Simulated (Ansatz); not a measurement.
**CH4ClFOSi: small, medium and large basis sets**

An exercise on one series of results from a longer session: the logs are not shown, and one member is left open.

Program: Ansatz 0.2.0, Gaussian basis. Level of theory: one geometry, several basis sets. These are calculated values, not measurements.

The runs, in order: PBE0-D4/def2-SVP; ωB97M-V/def2-SVP; PBE0-D4/def2-QZVPP; ωB97M-V/def2-QZVPP; the functionals' def2-TZVPP values are taken from earlier runs.

## The geometry

The geometry comes from an earlier relaxation with PBE0-D4 in a triple-zeta def2 set; it is a stationary point, not always the lowest conformer.

SMILES `OC(F)([SiH3])Cl`, 9 atoms, charge 0, spin multiplicity 1.

Atoms are counted from 1 here; the program's logs count them from 0.

Bond lengths: O1–C2 1.352 Å, O1–H6 0.967 Å, C2–F3 1.371 Å, C2–Si4 1.920 Å, C2–Cl5 1.817 Å, Si4–H7 1.480 Å, Si4–H8 1.483 Å, Si4–H9 1.480 Å. Angles: C2–O1–H6 109.6°, O1–C2–F3 110.1°, O1–C2–Si4 111.2°, O1–C2–Cl5 110.9°, F3–C2–Si4 110.9°, F3–C2–Cl5 105.2°, Si4–C2–Cl5 108.4°, C2–Si4–H7 107.1°, C2–Si4–H8 107.9°, C2–Si4–H9 107.8°, H7–Si4–H8 111.1°, H7–Si4–H9 111.6°, H8–Si4–H9 111.2°.

Set-up of the first run:

in.yaml reads:

```yaml
crystal:
  periodic: [false, false, false]
  atoms:
    - {symbol: O, position_ang: [-0.860832, 0.029986, 1.389123]}
    - {symbol: C, position_ang: [-0.609848, 0.257790, 0.080816]}
    - {symbol: F, position_ang: [-1.639993, -0.219880, -0.687337]}
    - {symbol: Si, position_ang: [1.061865, -0.523839, -0.450596]}
    - {symbol: Cl, position_ang: [-0.544174, 2.040255, -0.266627]}
    - {symbol: H, position_ang: [-1.669499, 0.492183, 1.650034]}
    - {symbol: H, position_ang: [1.230760, -0.250641, -1.894940]}
    - {symbol: H, position_ang: [0.988164, -1.981606, -0.188946]}
    - {symbol: H, position_ang: [2.132156, 0.109554, 0.351375]}
basis:
  gaussian: {orbitals: def2-SVP}
hamiltonian: {xc: pbe0, dispersion: d4}
output: {orbitals: {seedname: orbitals}}
```

The run is started by

```bash
> ansatz run in.yaml --threads 4 --pin off --events-out ev --progress --plain --max-ram 10444MiB
```

Steps of the session up to this table: PBE0-D4 in def2-SVP; ωB97M-V in def2-SVP; PBE0-D4 in def2-QZVPP; ωB97M-V in def2-QZVPP.

One table of the session follows, with a row left open; its other results are not shown here.

It belongs to the step «Functionals by basis». 

| functional | basis | HOMO (eV) | LUMO (eV) |
| --- | --- | --- | --- |
| PBE0-D4 | def2-SVP | ? | ? |
| PBE0-D4 | def2-TZVPP | -8.78 | -0.10 |
| PBE0-D4 | def2-QZVPP | -8.81 | -0.25 |
| ωB97M-V | def2-SVP | -10.81 | 2.42 |
| ωB97M-V | def2-TZVPP | -11.01 | 1.74 |
| ωB97M-V | def2-QZVPP | -11.06 | 1.43 |

Q: Estimate the row for PBE0-D4, def2-SVP from the others.

As computed: HOMO (eV): -8.62; LUMO (eV): 0.38. In the column «HOMO (eV)» it is the highest.
